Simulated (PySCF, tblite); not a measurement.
# C₇H₅F₂O radical: geometry, infrared bands and EPR parameters

Aim: predict the infrared bands and EPR parameters of C₇H₅F₂O radical (`[O]c1cccc(C(F)F)c1`).

Computed with tblite 0.8.0 and PySCF 2.14.0, with density-fitted response routines of our own, on a single molecule in the gas phase. Atoms are numbered from 0 throughout.

## 1. The starting structure

15 atoms, charge 0, multiplicity 2; geometry from: force field or distance geometry start.

Bonds of the start (Å): O0–C1 1.26, C1–C2 1.41, C2–C3 1.39, C3–C4 1.39, C4–C5 1.40, C5–C6 1.50, C6–F7 1.37, C6–F8 1.37, C5–C9 1.41, C9–C1 1.41, C2–H10 1.10, C3–H11 1.10, C4–H12 1.08, C6–H13 1.09, C9–H14 1.10.

## 2. Optimising the geometry with GFN2-xTB

Job settings and geometry (Å):

```
{"job": {"kind": "relax", "xc": "GFN2-xTB", "basis": "xTB"}, "charge": 0, "multiplicity": 2}
O     -2.134000     2.275400     0.111600
C     -1.473400     1.201900     0.080500
C     -2.052200    -0.078100     0.185000
C     -1.328300    -1.260700     0.146800
C      0.053800    -1.232100     0.033700
C      0.695600     0.001300    -0.080800
C      2.190200     0.094900    -0.228400
F      2.759600    -1.037500    -0.739800
F      2.842400     0.298100     0.959100
C     -0.071500     1.182100    -0.024800
H     -3.148100    -0.130700     0.278300
H     -1.852600    -2.218800     0.236800
H      0.617800    -2.153700     0.014300
H      2.462800     0.908800    -0.903300
H      0.433500     2.157300    -0.090700
```

Launch:

```
> OMP_NUM_THREADS=1 python probes_run.py task.json out
```

The driver reads the jobs from task.json and runs them one after another.

**Question.** This job is followed by: GFN2-xTB harmonic vibrations, gas phase; UKS B3LYP, pcH-1 on C F H O, non-relativistic, mean-field spin-orbit, GIAO. Predict these results of the whole session: strongest single infrared mode (GFN2-xTB); zero-point energy (GFN2-xTB); g(iso) (B3LYP); ⟨S²⟩; largest a(iso) (averaged by class); potential on the surface of density 0.002 e/bohr³, 1st and 99th percentile.

The runs gave:

| quantity | value |
| --- | --- |
| strongest single infrared mode (GFN2-xTB) | 1009 cm⁻¹, 200 km/mol |
| zero-point energy (GFN2-xTB) | 62.8 kcal/mol |
| g(iso) (B3LYP) | 2.00589 |
| ⟨S²⟩ | 0.786 (exact 0.75) |
| largest a(iso) (averaged by class) | 13C on C1, -36.5 MHz |
| potential on the surface of density 0.002 e/bohr³, 1st and 99th percentile | -1.56 V and 1.53 V |

What this shows: Relaxing lowered the energy by 0.213 eV in 86 steps; the close pair that moved most is C1–C9, from 1.406 to 1.455 Å. No mode is imaginary among the 39: a minimum at this level. The strongest single mode, at 1009 cm⁻¹, moves mainly C6. GFN2-xTB is a fitted tight-binding method: band positions and strengths are rough. Its intensities can rank the bands wrongly. The largest spin populations lie on C4 (0.43 e), O0 (0.40 e), C2 (0.34 e), C9 (0.31 e). The isotropic g lies 3.6 ppt above the free-electron value. These values are for one conformer; the search (at its own cheap level) found 1 more, at 0.82 kcal/mol, and measured spectra average over such forms.
